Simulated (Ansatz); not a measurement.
# C₂H₉InO: one species, many methods

The task here is to estimate one member of a computed series from the others.

Program: Ansatz 0.2.0, Gaussian basis. Level of theory: functionals in def2-TZVPP, the program's frozen cores in correlated methods. These are calculated values, not measurements.

Plan: LDA (SPW92), PBE-D4, revPBE-D4, BLYP-D4, r2SCAN-D4, B97M-V, PBE0-D4, B3LYP-D4, r2SCANh-D4, r2SCAN0-D4, HSE06-D4, BHLYP-D4, CAM-B3LYP-D4, LC-ωPBE, ωB97X-V, ωB97M-V, B2PLYP, PBE-QIDH; CCSD(T)/def2-SVP; CCSD(T)/def2-TZVPP; MP2/def2-QZVPP; extrapolation to the limit; RPA on PBE.

**The geometry**

An earlier PBE0-D4 in a triple-zeta def2 set relaxation fixed the geometry. In takes the def2 core potential; no spin-orbit term is included.

SMILES `C[O+](C)[InH3-]`, 13 atoms, charge 0, spin multiplicity 1.

Atoms are counted from 1 here; the program's logs count them from 0.

Bond lengths: C1–O2 1.416 Å, C1–H5 1.089 Å, C1–H6 1.095 Å, C1–H7 1.096 Å, O2–C3 1.416 Å, O2–In4 2.389 Å, C3–H8 1.095 Å, C3–H9 1.096 Å, C3–H10 1.089 Å, In4–H11 1.731 Å, In4–H12 1.731 Å, In4–H13 1.737 Å. Angles: O2–C1–H5 107.3°, O2–C1–H6 110.0°, O2–C1–H7 110.8°, H5–C1–H6 109.6°, H5–C1–H7 109.6°, H6–C1–H7 109.5°, C1–O2–C3 112.7°, C1–O2–In4 115.6°, C3–O2–In4 115.7°, O2–C3–H8 110.0°, O2–C3–H9 110.8°, O2–C3–H10 107.3°, H8–C3–H9 109.5°, H8–C3–H10 109.6°, H9–C3–H10 109.6°, O2–In4–H11 94.8°, O2–In4–H12 94.8°, O2–In4–H13 93.9° and more.

The first run:

Contents of in.yaml:

```yaml
crystal:
  periodic: [false, false, false]
  atoms:
    - {symbol: C, position_ang: [-0.440499, 1.268820, -0.678071]}
    - {symbol: O, position_ang: [-0.312082, 0.233069, 0.278212]}
    - {symbol: C, position_ang: [0.683062, 0.505124, 1.247451]}
    - {symbol: In, position_ang: [-0.325946, -1.990224, -0.597050]}
    - {symbol: H, position_ang: [-1.237225, 0.981617, -1.362615]}
    - {symbol: H, position_ang: [-0.704502, 2.207229, -0.180197]}
    - {symbol: H, position_ang: [0.493085, 1.400920, -1.236107]}
    - {symbol: H, position_ang: [0.440939, 1.428320, 1.783438]}
    - {symbol: H, position_ang: [1.667760, 0.602932, 0.777069]}
    - {symbol: H, position_ang: [0.693489, -0.330730, 1.945348]}
    - {symbol: H, position_ang: [-1.790531, -1.783876, -1.496492]}
    - {symbol: H, position_ang: [-0.338884, -2.757180, 0.954830]}
    - {symbol: H, position_ang: [1.191835, -1.800821, -1.420815]}
basis:
  gaussian: {orbitals: def2-TZVPP}
hamiltonian: {xc: lda}
output: {orbitals: {seedname: orbitals}}
```

Launch:

```console
> ansatz run in.yaml --threads 4 --pin off --events-out ev --progress --plain --max-ram 10444MiB
```

Among the steps run: LDA; PBE-D4 (GGA); revPBE-D4 (GGA); BLYP-D4 (GGA); r2SCAN-D4 (meta-GGA); B97M-V (meta-GGA); B3LYP-D4 (hybrid); r2SCANh-D4 (hybrid); r2SCAN0-D4 (hybrid); HSE06-D4 (hybrid); BHLYP-D4 (hybrid); CAM-B3LYP-D4 (range-separated); LC-ωPBE (range-separated); ωB97X-V (range-separated); ωB97M-V (range-separated); B2PLYP (double hybrid); PBE-QIDH (double hybrid).

One of the session's tables, all rows but one given; the rest of the session is left out.

It belongs to the step «Orbital energies across the functionals». 

| functional | HOMO (eV) | gap (eV) |
| --- | --- | --- |
| LDA (SPW92) | -6.33 | 4.88 |
| PBE-D4 | -6.25 | 5.08 |
| revPBE-D4 | -6.21 | 5.16 |
| BLYP-D4 | -6.16 | 5.07 |
| r2SCAN-D4 | -6.54 | 5.74 |
| B97M-V | -6.65 | 5.54 |
| PBE0-D4 | -7.42 | 7.01 |
| B3LYP-D4 | -7.25 | 6.60 |
| r2SCANh-D4 | -6.97 | 6.43 |
| r2SCAN0-D4 | -7.62 | 7.44 |
| HSE06-D4 | ? | ? |
| BHLYP-D4 | -8.54 | 8.80 |
| CAM-B3LYP-D4 | -8.79 | 9.18 |
| LC-ωPBE | -10.13 | 11.55 |
| ωB97X-V | -9.81 | 11.11 |
| ωB97M-V | -9.64 | 10.56 |

Estimate the missing values for HSE06-D4.

The run gave: HOMO (eV): -7.02; gap (eV): 6.26. In the column «HOMO (eV)» it lies between B3LYP-D4 (-7.25) and r2SCANh-D4 (-6.97).
